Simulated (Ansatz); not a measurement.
# YGe2Ru2 (element-swapped structure): how the settings move a single-point run, part 2 of 2

Question: which choices in the input matter for YGe2Ru2 (element-swapped structure)?

Ansatz 0.2.0; reference level DFT r2SCAN, plane waves, PAW, scalar-relativistic, no spin polarisation.

### 5 Variant: occupations.method gaussian, occupations.width 0.005, ecutwfc 350 eV

Input file input.yaml:

```yaml
crystal:
  lattice:
    - [0.0, 4.106038, 0.0]
    - [4.106038, 0.0, 0.0]
    - [2.053019, 2.053019, -5.107279]
  atoms:
    - { symbol: "Y", position: [0.0, 0.0, 0.0] }
    - { symbol: Ge, position: [0.378, 0.378, 0.244] }
    - { symbol: Ge, position: [0.622, 0.622, 0.756] }
    - { symbol: Ru, position: [0.75, 0.25, 0.5] }
    - { symbol: Ru, position: [0.25, 0.75, 0.5] }
  symmetry: { tolerance: 0.0003 }
kpoints:
  mp_grid: { grid: [5, 5, 5], shift: [0, 0, 0] }
magnetization:
  spin_polarized: false
scf:
  occupations: { method: gaussian, width: 0.005 }
hamiltonian:
  pseudopotentials: { kind: paw }
  xc: r2scan
basis:
  ecutwfc: "350 eV"
output:
  forces: true
  stress: true
  eigenvalues: true
```

Run with:

```
$ ansatz run input.yaml --threads 1 --pin off --max-ram 2560MiB --backend cpu --events-out ev --progress --plain --runs-dir out
```

Log:

```text
Warning: basis.ecutwfc = 350 eV is below the records' recommended 500 eV, and the density's cutoff is lower with it unless basis.ecutrho_ratio is high enough to keep the records' density cutoff: compare with a run at a higher cutoff
Warning: RAYON_NUM_THREADS=1 ignored (pool sized by the plan → 1); use --threads N
Engine: ansatz 0.2.0, x86_64-unknown-linux-gnu
Pseudopotentials: kind: paw
Pseudopotential: Y, paw, valence charge 11, recommended cutoff 500 eV (meta_gga), Y.paw.azcp
Pseudopotential: Ge, paw, valence charge 14, recommended cutoff 500 eV (meta_gga), Ge.paw.azcp
Pseudopotential: Ru, paw, valence charge 16, recommended cutoff 500 eV (meta_gga), Ru.paw.azcp
Functional definition: r2SCAN
  parameter k0 = 0.174
  parameter k1 = 0.065
  parameter a1 = 4.9479
  exchange = r2scan_x(k0 = k0, k1 = k1, a1 = a1)
  correlation = r2scan_c
Crystal: 5 atoms, lattice volume = 86.106 Å³
Basis set: ecut = 350 eV, 1267 PW (Γ), exchange–correlation on 108×108×144 points (64 copies of the dense FFT grid, shifted against one another)
Bands: 43, of which v1, the nominal top of the filled ones, is band 36 counted from 1 (35 counted from 0)
Symmetry: 16 space group operations
Space group: I4/mmm (ITA 139), of the structure as read, at distance tolerance 1.3e-3 Å
k-points: 18 of 125
Non-local potential: Y, projectors of the file, l = 0: 3, l = 1: 2, l = 2: 2, l = 3: 1
Non-local potential: Ge, projectors of the file, l = 0: 2, l = 1: 2, l = 2: 3, l = 3: 1
Non-local potential: Ru, projectors of the file, l = 0: 3, l = 1: 2, l = 2: 2, l = 3: 1
PAW form: soft (Blöchl's): semilocal exchange-correlation on the pseudo side does not see the compensation charge
PAW frozen core: Y, regenerated for the run's functional (the file was generated under x = pbe(κ = 0.804, μ = 0.2195149727645171), c = pbe(β = 0.06672455060314922))
PAW frozen core: Ge, regenerated for the run's functional (the file was generated under x = pbe(κ = 0.804, μ = 0.2195149727645171), c = pbe(β = 0.06672455060314922))
PAW frozen core: Ru, regenerated for the run's functional (the file was generated under x = pbe(κ = 0.804, μ = 0.2195149727645171), c = pbe(β = 0.06672455060314922))
PAW one-centre angular grid: Y, 590 points (default); XC on 160 Gauss nodes
PAW one-centre angular grid: Ge, 590 points (default); XC on 160 Gauss nodes
PAW one-centre angular grid: Ru, 590 points (default); XC on 160 Gauss nodes
Initial density: superposition of atomic densities (neutral atoms: chi_scale 0, normalization atom), corrected by the library's trained network
Initial wavefunctions: pseudopotential atomic-orbital guess
Functional: x = r2scan, c = r2scan; τ floored in thin density (d = 2e-4 eV/Å³)
SCF iter   1: F=—  HF=-24250.231550 eV  |F-HF|=—  |Δ(HF+E_count)|=         —  Δρ=9.75e-3  dr2=1.62e-1  dr2_τ=3.70e-2  ethr=1.77e-3  ⟨swp⟩=6.1  Hψ=2562  notcnv=0
preconditioner: auto → Resta (q_TF=auto, 2.642 Å⁻¹)  ε∞=3.9  [insulator: Δε(μ)=0.034 eV  Ē_g=16.983 eV  σ=0.005 eV  W_gap=0.78  n_scr=32 (ndim 8)  ℏωp=29.1 eV  f_vac=0.000  D(μ)=21.37/eV (n_scr^D=446)  ε∞_Penn≈3.9]
SCF iter   2: F=—  HF=-24250.259879 eV  |F-HF|=—  |Δ(HF+E_count)|=   2.83e-2  Δρ=5.70e-3  dr2=2.24e-2  dr2_τ=4.39e-3  ethr=2.28e-4  ⟨swp⟩=3.1  Hψ=1436  notcnv=0  defer=51
SCF iter   3: F=—  HF=-24250.259886 eV  |F-HF|=—  |Δ(HF+E_count)|=   6.98e-6  Δρ=2.57e-3  dr2=1.17e-2  dr2_τ=7.12e-4  ethr=3.16e-5  ⟨swp⟩=2.0  Hψ=1028  notcnv=0  defer=34
automatic band count: iteration 3 solves 42 bands in place of 43: the levels show a gap, and the empty bands left out lie too high to hold charge; the band table lists the bands solved (type scf.n_extra_bands for more)
SCF iter   4: F=—  HF=-24250.259273 eV  |F-HF|=—  |Δ(HF+E_count)|=   6.12e-4  Δρ=1.03e-3  dr2=9.80e-4  dr2_τ=7.88e-5  ethr=1.65e-5  ⟨swp⟩=2.4  Hψ=1016  notcnv=0  defer=34
SCF iter   5: F=—  HF=-24250.259338 eV  |F-HF|=—  |Δ(HF+E_count)|=   6.48e-5  Δρ=3.80e-4  dr2=9.58e-5  dr2_τ=4.84e-6  ethr=1.38e-6  ⟨swp⟩=6.3  Hψ=1724  notcnv=0  defer=51
automatic band count: iteration 5 solves 43 bands in place of 42: the levels no longer show a gap clear of their residuals, so the SCF keeps every band
SCF iter   6: F=—  HF=-24250.259424 eV  |F-HF|=—  |Δ(HF+E_count)|=   8.53e-5  Δρ=1.11e-4  dr2=1.35e-5  dr2_τ=3.57e-7  ethr=1.35e-7  ⟨swp⟩=2.0  Hψ=1444  notcnv=0  defer=51
SCF iter   7: F=—  HF=-24250.259437 eV  |F-HF|=—  |Δ(HF+E_count)|=   1.36e-5  Δρ=4.16e-5  dr2=2.44e-6  dr2_τ=6.17e-8  ethr=1.90e-8  ⟨swp⟩=2.0  Hψ=1128  notcnv=0  defer=51
SCF iter   8: F=—  HF=-24250.259439 eV  |F-HF|=—  |Δ(HF+E_count)|=   1.32e-6  Δρ=1.34e-5  dr2=1.40e-7  dr2_τ=2.97e-9  ethr=3.43e-9  ⟨swp⟩=2.0  Hψ=985  notcnv=0  defer=51
SCF iter   9: F=-24250.259439 eV  HF=-24250.259439 eV  |F-HF|=1.24e-8  |Δ(HF+E_count)|=   1.32e-7  Δρ=3.43e-6  dr2=2.14e-8  dr2_τ=9.38e-10  ethr=1.41e-10  ⟨swp⟩=7.4  Hψ=2777  notcnv=0
SCF 1 converged in 9 iterations: F = -24250.259439 eV  dr2 = 2.14e-8
SCF converged after 9 iterations
Free energy (F): -24250.259439 eV
Harris-Foulkes:  -24250.259439 eV  (|F-HF|=1.24e-8)
Internal energy: -24250.259051 eV  (E = F + TS)
E sigma→0 (E₀):  -24250.259245 eV
Entropy (-TS):   -0.000387 eV (-0.077 meV/atom)
Fermi energy:    15.671517 eV
--- Per-component energies (eV) ---
  E_band       = -524.125658
  E_kinetic    = 1565.360366
  E_local      = -8480.743765  (includes V_loc(G=0)·N_el)
  E_nonlocal   = 1580.683765
  E_hartree    = 3407.056530
  E_xc         = -678.864699
  E_vxc        = -898.098625  (∫ρ·V_xc dr)
  E_paw        = -13871.328212  (= ΣΔE_a)
  E_vpaw       = -1163.435313  (= ΣTr[D̂ρ^β])
  E_aug_tail   = 0.004106  (compensation charges beyond the density's cutoff)
  E_vtau       = 58.000965  (kinetic-family band-sum trace: ∫τ·v_τ [+ j·A + Jᵃ·Aᵃ] dr)
  E_ewald      = -7769.479745
  E_core_change = -2.947396  (= ΣΔE_core)
  E_smearing   = -0.000387  (= −TS)
  E_closure    = -0.000000  (closes the sum)
  Σ components = -24250.259439   (vs F -24250.259439, Δ=0.00e0)
--- Forces (eV/Å), atoms counted from 1 ---
  atom   1  Y     -0.00000000     0.00000000     0.00000000
  atom   2  Ge     0.00000000     0.00000000    -0.89993106
  atom   3  Ge     0.00000000    -0.00000000     0.89993106
  atom   4  Ru     0.00000000     0.00000000     0.00000000
  atom   5  Ru     0.00000000     0.00000000     0.00000000
  max |Σ_I F_I| component: 5.55e-17 eV/Å
--- Stress (GPa, compression-positive) ---
        4.638629       0.000000       0.000000
        0.000000       4.638629       0.000000
        0.000000       0.000000      -2.491413
  P = ⅓ Tr σ = 2.2619 GPa (22.619 kbar)
--- Band table (eV; the first three rows and the last of 18) ---
  k-point 0: bands = ["-58.4628", "-58.4124", "-28.5846", "-27.8568", "-27.8568", "-27.7455", "-27.6799", "-27.5929", "-27.5929", "-9.1380", "-9.0652", "-9.0652", "-8.9796", "-8.9777", "-8.9719", "-8.9652", "-8.9652", "-8.9521", "-8.9204", "-7.9366", "-7.9366", "-7.8059", "4.0190", "7.3904", "9.6965", "11.5328", "11.5328", "12.1627", "12.8668", "14.1407", "14.1407", "14.8022", "14.8197", "15.5450", "15.5450", "15.5765", "16.0714", "17.5793", "18.7406", "18.8468", "18.8468", "19.8938", "20.0036"]
  k-point 1: bands = ["-58.4630", "-58.4123", "-28.5870", "-27.8568", "-27.8568", "-27.7427", "-27.6797", "-27.5929", "-27.5929", "-9.1378", "-9.0642", "-9.0642", "-8.9855", "-8.9718", "-8.9700", "-8.9664", "-8.9664", "-8.9540", "-8.9198", "-7.9358", "-7.9358", "-7.8123", "4.2314", "6.9077", "9.9684", "11.5517", "11.5517", "12.1753", "12.6603", "13.9012", "13.9012", "14.0633", "15.2000", "15.7209", "15.7209", "16.0702", "16.6407", "17.5796", "18.6498", "19.3529", "19.3529", "19.7957", "20.6326"]
  k-point 2: bands = ["-58.4630", "-58.4121", "-28.5910", "-27.8568", "-27.8568", "-27.7382", "-27.6796", "-27.5928", "-27.5928", "-9.1371", "-9.0627", "-9.0627", "-8.9892", "-8.9681", "-8.9681", "-8.9677", "-8.9658", "-8.9581", "-8.9192", "-7.9345", "-7.9345", "-7.8226", "4.7421", "6.1101", "10.1050", "11.5954", "11.5954", "12.1965", "12.5866", "13.5226", "13.5413", "13.5413", "16.0416", "16.0722", "16.0913", "16.0913", "17.5796", "17.8228", "18.5090", "19.5922", "19.6779", "19.6779", "20.4733"]
  k-point 17: bands = ["-58.4399", "-58.4349", "-28.5795", "-27.8915", "-27.8641", "-27.7136", "-27.7076", "-27.5939", "-27.5683", "-9.1366", "-9.0769", "-9.0762", "-8.9800", "-8.9780", "-8.9732", "-8.9714", "-8.9693", "-8.9649", "-8.9123", "-8.0077", "-7.9985", "-7.7872", "5.2608", "7.7428", "10.2433", "10.9082", "12.1643", "12.4984", "13.1483", "13.1892", "13.4459", "13.5830", "14.2796", "14.8278", "14.8404", "15.3747", "15.5266", "17.4783", "18.0630", "19.9466", "20.0768", "20.1322", "20.2083"]
```

It took 5.2 s on 1 thread of Intel Xeon Platinum 8375C at 2.90GHz (Ice Lake), shared host; peak memory 0.52 GiB.

Changing the smearing and cutoff moves the energy by +13.1 meV/atom (σ→0 values). More than one kind of setting changed, and this run alone doesn't tell their shares apart. The log warns that the cutoff is under what these potentials recommend, so the shift holds truncation error. Cost: 5.2 s against 8.9 s. The variant is not converged in its settings.

### 6 Changing settings: hubbard.sites [{species: Ru, l: d, u_eff: 1.0}], hubbard.double_counting fll

Input file input.yaml:

```yaml
crystal:
  lattice:
    - [0.0, 4.106038, 0.0]
    - [4.106038, 0.0, 0.0]
    - [2.053019, 2.053019, -5.107279]
  atoms:
    - { symbol: "Y", position: [0.0, 0.0, 0.0] }
    - { symbol: Ge, position: [0.378, 0.378, 0.244] }
    - { symbol: Ge, position: [0.622, 0.622, 0.756] }
    - { symbol: Ru, position: [0.75, 0.25, 0.5] }
    - { symbol: Ru, position: [0.25, 0.75, 0.5] }
  symmetry: { tolerance: 0.0003 }
kpoints:
  mp_grid: { grid: [5, 5, 5], shift: [0, 0, 0] }
magnetization:
  spin_polarized: false
scf:
  occupations: { method: tetrahedron }
hamiltonian:
  pseudopotentials: { kind: paw }
  xc: r2scan
  hubbard: { sites: [{ species: Ru, l: d, u_eff: 1.0 }], double_counting: fll }
basis:
  ecutwfc: 500
output:
  forces: true
  stress: true
  eigenvalues: true
```

Run with:

```
$ ansatz run input.yaml --threads 1 --pin off --max-ram 2560MiB --backend cpu --events-out ev --progress --plain --runs-dir out
```

Log, cut to the lines that bear on the results:

```text
Warning: output.forces, output.stress, relax.cell or npt_langevin: where a Kohn–Sham band that disperses or a degenerate level is filled in part under the method tetrahedron, the forces or the stress that this run publishes need not agree with its energy (scf.occupations.method in the [...]
Warning: RAYON_NUM_THREADS=1 ignored (pool sized by the plan → 1); use --threads N
Y: projections on atomic orbitals take those of the free atom [Ar 3d10] 4s2 4p6 4d1 5s2, of charge +0.00 (hamiltonian.pseudopotentials.projection_atoms); the dataset's partial waves leave at most 3.7e-6 of an orbital's norm unspanned inside its sphere
Ge: projections on atomic orbitals take those of the free atom [Ar] 3d10 4s2 4p2, of charge +0.00 (hamiltonian.pseudopotentials.projection_atoms); the dataset's partial waves leave at most 1.2e-6 of an orbital's norm unspanned inside its sphere
[...]
SCF converged after 10 iterations
Stability not checked: this state was not tested for a lower state beside it, because cold or Methfessel-Paxton smearing, or corrected tetrahedra, fill the levels in a way that the test cannot read (fill_not_monotonic; see scf.lower_state_search)
Free energy (F): -24248.476696 eV
[...]
E sigma→0 (E₀):  -24248.476696 eV
Entropy (-TS):   -0.001440 eV (-0.288 meV/atom)
Fermi energy:    15.652416 eV
[...]
--- Forces (eV/Å), atoms counted from 1 ---
  atom   1  Y     -0.00000000    -0.00000000     0.00000000
  atom   2  Ge     0.00000000     0.00000000    -1.04400529
  atom   3  Ge     0.00000000     0.00000000     1.04400529
  atom   4  Ru     0.00000000     0.00000000    -0.00000000
  atom   5  Ru     0.00000000     0.00000000    -0.00000000
[...]
--- Stress (GPa, compression-positive) ---
        4.748482       0.000000       0.000000
        0.000000       4.748482       0.000000
        0.000000       0.000000      -3.656216
  P = ⅓ Tr σ = 1.9469 GPa (19.469 kbar)
--- Band table (eV; the first three rows and the last of 18) ---
[...]
Occupation matrices written to <dir>
```

Wall time 13 s (1 thread of Intel Xeon Platinum 8375C at 2.90GHz (Ice Lake), shared host); peak memory 0.69 GiB.

Changing the Hubbard U moves the energy by +369.6 meV/atom, and the largest force goes from 0.90 to 1.04 eV/Å. The U term adds an energy of its own, so the shift says nothing about which run is better. Cost: 10 SCF cycles against 9, 13 s against 8.9 s.

### 7 Comparison

The summary covers parts 1 to 2.

```csv
run,ending,energy change,pressure (GPa),gap (eV),force (eV/Å),cycles,time
reference,converged,0,2.2,0.00,0.90,9,8.9 s
"1: pseudopotentials.kind nc, pseudopotentials.accuracy standard, dispersion d3bjatm",converged,not comparable,-4.3,0.00,0.90,10,7.6 s
"2: pseudopotentials.kind nc, pseudopotentials.accuracy standard",converged,not comparable,-3.0,0.00,0.90,10,7 s
"3: occupations.method gaussian, occupations.width 0.005, ecutwfc 350 eV",converged,+13.1 meV/atom (σ→0),2.3,0.00,0.90,9,5.2 s
"4: hubbard.sites [{species: Ru, l: d, u_eff: 1.0}], hubbard.double_counting fll",converged,+369.6 meV/atom (U changed: no physical gain or loss),1.9,0.00,1.04,10,13 s
```

Residual by cycle in the longest SCF loop of each run; runs are numbered as in the table. The quantity is the density residual dr2, in eV.

```csv
cycle,reference,run 1,run 2,run 3,run 4
1,0.154,59.3,59.3,0.162,26.4
2,0.0591,7.84,7.84,0.0224,0.818
3,0.00754,1.44,1.44,0.0117,0.196
4,0.00211,0.0387,0.0387,9.8e-4,0.0218
5,2.0e-4,0.00547,0.00547,9.6e-5,0.00493
6,6.2e-5,7.9e-4,7.9e-4,1.3e-5,5.7e-4
7,1.3e-5,2.9e-5,2.9e-5,2.4e-6,1.3e-4
8,7.5e-7,2.5e-6,2.5e-6,1.4e-7,4.1e-6
9,3.7e-8,2.6e-7,2.6e-7,2.1e-8,6.6e-7
10,-,5.1e-9,5.1e-9,-,3.6e-8
```

What this shows: «occupations.method gaussian, occupations.width 0.005, ecutwfc 350 eV» moves the energy by +13.1 meV/atom. Runs 1, 2 and 3 ran under the cutoff that the potentials recommend, as the log warns, so basis error is mixed into their values, and swamps them where the cutoff is far short. A changed U is a change of model: its shifts are not errors of convergence. Of the variants the dearest is «hubbard.sites [{species: Ru, l: d, u_eff: 1.0}], hubbard.double_counting fll» (13 s), the cheapest «occupations.method gaussian, occupations.width 0.005, ecutwfc 350 eV» (5.2 s), on a shared host. The reference has no spin polarisation; with Ru present, a magnetic state may lie lower.

The reference has limits of its own: its mesh is coarse for a cell with so small a gap or none; the structure is made up and not relaxed.
